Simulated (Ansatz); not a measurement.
# HfZr2Se6: one candidate of a structure search

Aim: relax a trial structure of HfZr2Se6 and see where it ends.

Computed with Ansatz 0.2.0 (DFT PBE, scalar-relativistic, plane waves, PAW, unless a step's input says otherwise).

## 1. The structure to begin with

Symmetry: P-3m1, No. 164, trigonal system. The conventional cell has a = 3.790 Å, b = 3.790 Å, c = 20.816 Å, α = 90.00°, β = 90.00°, γ = 120.00°. Around Zr (site symmetry 3m) lie 6 Se at 2.70 Å. Around Hf (site symmetry -3m) lie 6 Se at 2.69 Å. Se (site symmetry 3m) has 3 Zr at 2.70 Å in its first shell of neighbours. Around Se (site symmetry 3m) lie 3 Hf at 2.69 Å.

As a file:

```cif
data_structure
_symmetry_space_group_name_H-M 'P-3m1'
_symmetry_Int_Tables_number 164
_cell_length_a 3.7897
_cell_length_b 3.7897
_cell_length_c 20.8160
_cell_angle_alpha 90.000
_cell_angle_beta 90.000
_cell_angle_gamma 120.000
_cell_volume 258.91
loop_
_atom_site_label
_atom_site_type_symbol
_atom_site_symmetry_multiplicity
_atom_site_Wyckoff_symbol
_atom_site_fract_x
_atom_site_fract_y
_atom_site_fract_z
_atom_site_occupancy
Zr1 Zr 2 c 0.00000 0.00000 0.83443 1
Hf1 Hf 1 b 0.00000 0.00000 0.50000 1
Se1 Se 2 d 0.33333 0.66667 0.91067 1
Se2 Se 2 d 0.33333 0.66667 0.24180 1
Se3 Se 2 d 0.33333 0.66667 0.57535 1
```

The start is the relaxed end of an invented cell (made as: elements ordered on the sites of the ZrSe2 type, Hf/Zr on Zr (P-3m1, No. 164)), taken up again for a closer look.

## 2. A first look at the guess

Contents of input.yaml:

```yaml
crystal:
  lattice:
    - [3.7897183, 0.0, 0.0]
    - [-1.8948591, 3.2819923, 0.0]
    - [0.0, 0.0, 20.8159916]
  atoms:
    - { symbol: Zr, position: [0.0, 0.0, 0.834434] }
    - { symbol: Zr, position: [0.0, 0.0, 0.165566] }
    - { symbol: Hf, position: [0.0, 0.0, 0.5] }
    - { symbol: Se, position: [0.3333333, 0.6666667, 0.910672] }
    - { symbol: Se, position: [0.3333333, 0.6666667, 0.241802] }
    - { symbol: Se, position: [0.3333333, 0.6666667, 0.575347] }
    - { symbol: Se, position: [0.6666667, 0.3333333, 0.089328] }
    - { symbol: Se, position: [0.6666667, 0.3333333, 0.424653] }
    - { symbol: Se, position: [0.6666667, 0.3333333, 0.758198] }
basis:
  ecutwfc: 420
kpoints:
  mp_grid: { grid: [6, 6, 1] }
hamiltonian:
  xc: pbe
scf:
  occupations: { method: gaussian, width: 0.1 }
  lower_state_search: "off"
output:
  forces: true
  stress: true
  eigenvalues: true
```

On the command line:

```sh
$ ansatz run input.yaml --threads 4 --pin off --max-ram 8192MiB --backend cpu --events-out ev --progress --plain --runs-dir out
```

Standard output, shortened:

```text
[...]
SCF converged after 9 iterations
Free energy (F): -56915.633582 eV
[...]
E sigma→0 (E₀):  -56915.633521 eV
Entropy (-TS):   -0.000121 eV (-0.013 meV/atom)
Fermi energy:    7.853010 eV
[...]
--- Forces (eV/Å), atoms counted from 1 ---
  atom   1  Zr     0.00000000    -0.00000000     0.00013358
  atom   2  Zr    -0.00000000     0.00000000    -0.00013358
  atom   3  Hf     0.00000000     0.00000000     0.00000000
  atom   4  Se     0.00000000    -0.00000000    -0.01494160
  atom   5  Se     0.00000000    -0.00000000    -0.01516186
  atom   6  Se     0.00000000    -0.00000000    -0.01138897
  atom   7  Se    -0.00000000     0.00000000     0.01494160
  atom   8  Se    -0.00000000     0.00000000     0.01138897
[...]
--- Stress (GPa, compression-positive) ---
        0.205465       0.000000       0.000000
        0.000000       0.205465       0.000000
        0.000000       0.000000      -0.071197
  P = ⅓ Tr σ = 0.1132 GPa (1.132 kbar)
--- Band table (eV; the first three rows and the last of 7) ---
[...]
```

Wall time 6.4 s (4 threads of Intel Xeon Platinum 8259CL at 2.50GHz (Skylake/Cascade Lake), shared host); peak memory 0.93 GiB.

Read-out: pressure 0.1 GPa, largest force 0.02 eV/Å, gap on this mesh 0.42 eV. The coarse relaxation is skipped.

## 3. Relaxation on the finer mesh

Edit input.yaml of step 2 so:

```diff
@@ -18,3 +18,3 @@
 kpoints:
-  mp_grid: { grid: [6, 6, 1] }
+  mp_grid: { grid: [12, 12, 2] }
 hamiltonian:
@@ -22,4 +22,3 @@
 scf:
-  occupations: { method: gaussian, width: 0.1 }
-  lower_state_search: "off"
+  occupations: { method: gaussian, width: 0.02 }
 output:
@@ -28 +27,6 @@
   eigenvalues: true
+relax:
+  adjacent_minimum: "off"
+  f_tol: 0.01
+  max_steps: 80
+  cell: { stress_tol: 0.05 }
```

On the command line:

```sh
$ ansatz run input.yaml --threads 4 --pin off --max-ram 8192MiB --backend cpu --events-out ev --progress --plain --runs-dir out
```

Standard output, shortened:

```text
Warning: RAYON_NUM_THREADS=4 ignored (pool sized by the plan → 4); use --threads N
[...]
Pseudopotentials: kind: paw
Pseudopotential: Zr, paw, valence charge 12, recommended cutoff 420 eV (normal), Zr.paw.azcp
Pseudopotential: Hf, paw, valence charge 26, recommended cutoff 420 eV (normal), Hf.paw.azcp
Pseudopotential: Se, paw, valence charge 16, recommended cutoff 420 eV (normal), Se.paw.azcp
Functional definition: PBE
[...]
Crystal: 9 atoms, lattice volume = 258.906 Å³
Basis set: ecut = 420 eV, 5121 PW (Γ), exchange–correlation on 54×54×288 points (8 copies of the dense FFT grid, shifted against one another)
Bands: 88, of which v1, the nominal top of the filled ones, is band 73 counted from 1 (72 counted from 0)
Symmetry: 12 space group operations
Space group: P-3m1 (ITA 164), of the structure as read, at distance tolerance 6.4e-5 Å
k-points: 38 of 288
[...]
--- Relaxed structure (1 steps of the walk, 1 accepted, 1 SCFs on fresh bases) ---
  F+E_penalty+E_count = -56915.69228322 eV   max|allowed force component| = 1.605e-3 eV/Å   (the final SCF, on the basis selected at the relaxed cell)
  cell:  # Å, volume = 258.9057 Å³
    - [3.7897182878832796, -2.8867513588501635e-8, 0.0]
    - [-1.8948591189416397, 3.281992324927145, 0.0]
    - [0.0, 0.0, 20.8159916]
  atoms:
    - { symbol: Zr, position: [0.0, 0.0, 0.8344340000000001] }
    - { symbol: Zr, position: [0.0, 0.0, 0.165566] }
    - { symbol: Hf, position: [0.0, 0.0, 0.5] }
    - { symbol: Se, position: [0.33333333333333337, 0.6666666666666666, 0.910672] }
    - { symbol: Se, position: [0.33333333333333337, 0.6666666666666666, 0.241802] }
    - { symbol: Se, position: [0.33333333333333337, 0.6666666666666666, 0.575347] }
    - { symbol: Se, position: [0.6666666666666666, 0.3333333333333333, 0.089328] }
    - { symbol: Se, position: [0.6666666666666666, 0.3333333333333333, 0.424653] }
    - { symbol: Se, position: [0.6666666666666666, 0.3333333333333333, 0.758198] }
```

Wall time 33 s (4 threads of Intel Xeon Platinum 8259CL at 2.50GHz (Skylake/Cascade Lake), shared host); peak memory 1.3 GiB.

Relaxation path:

```csv
step,E - E(step 1) (eV/cell),largest force component (eV/Å),pressure (GPa),volume (Å³)
1,0.0000,0.0016,0.01,258.91
2,0.0000,0.0016,0.01,258.91
```

Step 1 is the start. Step 2 repeats the geometry before it on a plane-wave basis chosen anew for that cell, so its energy need not be comparable with the rows above.

|  | before | after | change |
| --- | --- | --- | --- |
| a (Å) | 3.790 | 3.790 | 0.0 % |
| b (Å) | 3.790 | 3.790 | 0.0 % |
| c (Å) | 20.816 | 20.816 | 0.0 % |
| volume (Å³/atom) | 28.77 | 28.77 | 0.0 % |
| shortest distance (Å) | 2.692 | 2.692 | 0.0 % |
| space group (0.01 Å) | P-3m1 | P-3m1 | same |

The run keeps the 12 symmetry operations of the start, so it could not have lowered the symmetry.

## 4. A run with other settings

Contents of input.yaml:

```yaml
crystal:
  lattice:
    - [3.7897182879, -2.89e-08, 0.0]
    - [-1.8948591189, 3.2819923249, 0.0]
    - [0.0, 0.0, 20.8159916]
  atoms:
    - { symbol: Zr, position: [0.0, 0.0, 0.834434] }
    - { symbol: Zr, position: [0.0, 0.0, 0.165566] }
    - { symbol: Hf, position: [0.0, 0.0, 0.5] }
    - { symbol: Se, position: [0.3333333333, 0.6666666667, 0.910672] }
    - { symbol: Se, position: [0.3333333333, 0.6666666667, 0.241802] }
    - { symbol: Se, position: [0.3333333333, 0.6666666667, 0.575347] }
    - { symbol: Se, position: [0.6666666667, 0.3333333333, 0.089328] }
    - { symbol: Se, position: [0.6666666667, 0.3333333333, 0.424653] }
    - { symbol: Se, position: [0.6666666667, 0.3333333333, 0.758198] }
basis:
  ecutwfc: 420
kpoints:
  mp_grid: { grid: [12, 12, 2] }
hamiltonian:
  xc: pbe
scf:
  occupations: { method: gaussian, width: 0.02 }
  algorithm: density_mixing
output:
  forces: true
  eigenvalues: true
  stress: true
total_charge: 1
```

On the command line:

```sh
$ ansatz run input.yaml --threads 4 --pin off --max-ram 8192MiB --backend cpu --events-out ev --progress --plain --runs-dir out
```

Standard output, shortened:

```text
Warning: RAYON_NUM_THREADS=4 ignored (pool sized by the plan → 4); use --threads N
[...]
[... 5 set-up lines as earlier in the session ...]
[...]
Crystal: 9 atoms, lattice volume = 258.906 Å³
Basis set: ecut = 420 eV, 5121 PW (Γ), exchange–correlation on 54×54×288 points (8 copies of the dense FFT grid, shifted against one another)
Bands: 87, of which v1, the nominal top of the filled ones, is band 73 counted from 1 (72 counted from 0)
[... 2 set-up lines as earlier in the session ...]
k-points: 38 of 288
[...]
SCF converged after 12 iterations
Free energy (F): -56922.864156 eV
[...]
E sigma→0 (E₀):  -56922.863573 eV
Entropy (-TS):   -0.001166 eV (-0.130 meV/atom)
Fermi energy:    6.941275 eV
[...]
--- Forces (eV/Å), atoms counted from 1 ---
  atom   1  Zr    -0.00000000    -0.00000000    -0.00877960
  atom   2  Zr     0.00000000     0.00000000     0.00877960
  atom   3  Hf     0.00000000     0.00000000     0.00000000
  atom   4  Se     0.00000000     0.00000000     0.09909761
  atom   5  Se     0.00000000     0.00000000     0.08925452
  atom   6  Se     0.00000000     0.00000000     0.07219924
  atom   7  Se    -0.00000000    -0.00000000    -0.09909761
  atom   8  Se    -0.00000000    -0.00000000    -0.07219924
[...]
--- Stress (GPa, compression-positive) ---
        0.707832       0.000000       0.000000
       -0.000000       0.707832      -0.000000
        0.000000      -0.000000       0.383525
  P = ⅓ Tr σ = 0.5997 GPa (5.997 kbar)
--- Band table (eV; the first three rows and the last of 38) ---
[...]
```

Run time: 20 s. Hardware: 4 threads of Intel Xeon Platinum 8259CL at 2.50GHz (Skylake/Cascade Lake), shared host; peak memory 1.2 GiB.

## 5. A look at that input

The program finished normally. Convergence says nothing about whether the input makes sense.

Look at the input: total_charge is 1. The typed charge changes the electron count, so this is no longer the system that was meant.

To undo it: delete total_charge (the default then holds).

```csv
run,ending,energy change,pressure (GPa),gap (eV),force (eV/Å),cycles,time
step 3,converged,-,0.0,0.42,0.00,-,33 s
altered,converged,not comparable,0.6,0.00,0.10,12,20 s
```

After a change of charge the difference of the totals has no physical meaning; the pressure goes from 0.0 to 0.6 GPa, the Fermi level moves into a band, so no gap parts filled from empty levels (it was 0.42 eV) and the largest force goes from 0.00 to 0.10 eV/Å. A charged periodic cell is neutralised by a uniform background, so its energy and pressure also depend on the cell's size.

## 6. Summary of results

```
                              quantity                                                                        value
symmetry at the end (tolerance 0.02 Å)                                                  space group P-3m1 (No. 164)
                     conventional cell  a = 3.790 Å, b = 3.790 Å, c = 20.816 Å, α = 90.00°, β = 90.00°, γ = 120.00°
                                volume                                                                28.77 Å³/atom
              energy over the elements                                                                -1.35 eV/atom
                       gap on the mesh                                                                      0.42 eV
```

**Reading.** The space group P-3m1 (No. 164) is kept, at nearly the size of the first guess. It lies below the elements, which doesn't yet make it stable: competing phases were not computed in this session. No finished test with a distortion of lower symmetry is shown, so the end may be a saddle point. These runs have no spin-orbit coupling; with Hf it would split and shift bands. Layers here are held mostly by dispersion, which this level lacks, so their spacing and the stiffness across them are unreliable there.
